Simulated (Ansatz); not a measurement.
# CH₉GaSi (built from SMILES C.[SiH3][GaH2]): a reaction path by the nudged elastic band

What path joins these two structures, and how high does it climb? Both ends were relaxed at PBE0-D4 in triple zeta.

Method: PBE0-D4/def2-SVP; program: Ansatz 0.2.0, Gaussian basis.

### Step 1. The starting structure

The first end: 12 atoms, charge 0, spin multiplicity 1.

Atoms are counted from 1 here; the program's logs count them from 0.

Bond lengths: Ga1–Si2 2.411 Å, Ga1–H3 1.573 Å, Ga1–H4 1.573 Å, Si2–H7 1.492 Å, Si2–H8 1.490 Å, Si2–H9 1.490 Å, H5–C6 1.094 Å, C6–H10 1.090 Å, C6–H11 1.089 Å, C6–H12 1.094 Å. Angles: Si2–Ga1–H3 120.7°, Si2–Ga1–H4 120.9°, H3–Ga1–H4 118.2°, Ga1–Si2–H7 110.1°, Ga1–Si2–H8 112.1°, Ga1–Si2–H9 111.9°, H7–Si2–H8 107.4°, H7–Si2–H9 107.4°, H8–Si2–H9 107.7°, H5–C6–H10 107.9°, H5–C6–H11 109.4°, H5–C6–H12 112.2°, H10–C6–H11 110.3°, H10–C6–H12 107.7°, H11–C6–H12 109.3°.

Coordinates:

```xyz
12

Ga   -1.41783   -0.40793    0.24021
Si   -0.67516    1.87413    0.00557
H    -1.93537   -1.21562   -1.00700
H    -1.51811   -1.08407    1.65706
H     0.97835   -1.18713    0.84869
C     1.41721   -1.26203   -0.15021
H    -1.83757    2.80470    0.09966
H     0.29281    2.26122    1.07024
H    -0.01919    2.11356   -1.31092
H     2.03772   -2.15737   -0.17647
H     2.02166   -0.37828   -0.34738
H     0.65548   -1.36117   -0.92946
```

The second end:

```
Ga   -0.72405   -1.08218    0.07935
Si   -0.36136    2.04906    0.18231
H    -1.56957   -0.37045   -1.05203
H    -1.45986   -1.48160    1.41160
H    -0.17021    0.75431    0.93150
C     1.10699   -1.69993   -0.31212
H    -1.80714    2.34510    0.09536
H     0.33777    3.06937    1.00318
H     0.26769    1.93650   -1.15161
H     1.71978   -1.74763    0.58958
H     1.60179   -1.06242   -1.04677
H     1.05817   -2.71012   -0.73037
```

### Step 2. The band at PBE0-D4/def2-SVP

neb/in.yaml reads:

```yaml
crystal:
  periodic: [false, false, false]
  atoms:
    - {symbol: Ga, position_ang: [-1.417830, -0.407934, 0.240211]}
    - {symbol: Si, position_ang: [-0.675158, 1.874125, 0.005567]}
    - {symbol: H, position_ang: [-1.935365, -1.215620, -1.007000]}
    - {symbol: H, position_ang: [-1.518113, -1.084068, 1.657056]}
    - {symbol: H, position_ang: [0.978348, -1.187134, 0.848690]}
    - {symbol: C, position_ang: [1.417212, -1.262031, -0.150211]}
    - {symbol: H, position_ang: [-1.837568, 2.804703, 0.099663]}
    - {symbol: H, position_ang: [0.292806, 2.261224, 1.070243]}
    - {symbol: H, position_ang: [-0.019193, 2.113558, -1.310918]}
    - {symbol: H, position_ang: [2.037721, -2.157368, -0.176467]}
    - {symbol: H, position_ang: [2.021660, -0.378282, -0.347379]}
    - {symbol: H, position_ang: [0.655482, -1.361171, -0.929455]}
basis:
  gaussian: {orbitals: def2-SVP}
hamiltonian: {xc: pbe0, dispersion: d4}
neb:
  images: 5
  climbing: true
  max_iterations: 40
  initial_path: idpp
  final_atoms:
    - {symbol: Ga, position_ang: [-0.724047, -1.082181, 0.079348]}
    - {symbol: Si, position_ang: [-0.361358, 2.049055, 0.182313]}
    - {symbol: H, position_ang: [-1.569565, -0.370453, -1.052028]}
    - {symbol: H, position_ang: [-1.459863, -1.481596, 1.411605]}
    - {symbol: H, position_ang: [-0.170210, 0.754308, 0.931503]}
    - {symbol: C, position_ang: [1.106992, -1.699928, -0.312118]}
    - {symbol: H, position_ang: [-1.807144, 2.345100, 0.095357]}
    - {symbol: H, position_ang: [0.337768, 3.069375, 1.003176]}
    - {symbol: H, position_ang: [0.267690, 1.936497, -1.151610]}
    - {symbol: H, position_ang: [1.719782, -1.747633, 0.589583]}
    - {symbol: H, position_ang: [1.601788, -1.062425, -1.046767]}
    - {symbol: H, position_ang: [1.058167, -2.710120, -0.730365]}
```

Run with:

```sh
> ansatz run in.yaml --threads 4 --pin off --events-out ev --progress --plain --max-ram 9574MiB
```

Before running it: what results should come out? Wanted: from earlier runs: barrier over the separately found saddle, CCSD(T)/def2-TZVPP.

**Answer**, as computed:

```
                                                                       quantity                                                  value
                                                PBE0-D4/def2-SVP, 15 iterations  highest 169.0 kJ/mol (image 4), last end +34.7 kJ/mol
from earlier runs: barrier over the separately found saddle, CCSD(T)/def2-TZVPP                                           184.0 kJ/mol
```

**Reading.** The highest image lies 169.0 kJ/mol above the first end, and it climbed, so it estimates the saddle. The ends are not quite minima at this level (largest force component 0.25 eV/Å), so the heights are unreliable: relaxing the first end would lower it and raise the barrier above it. The highest image is 15.1 kJ/mol below the CCSD(T) barrier in triple zeta, which comes from separate runs on the saddle.
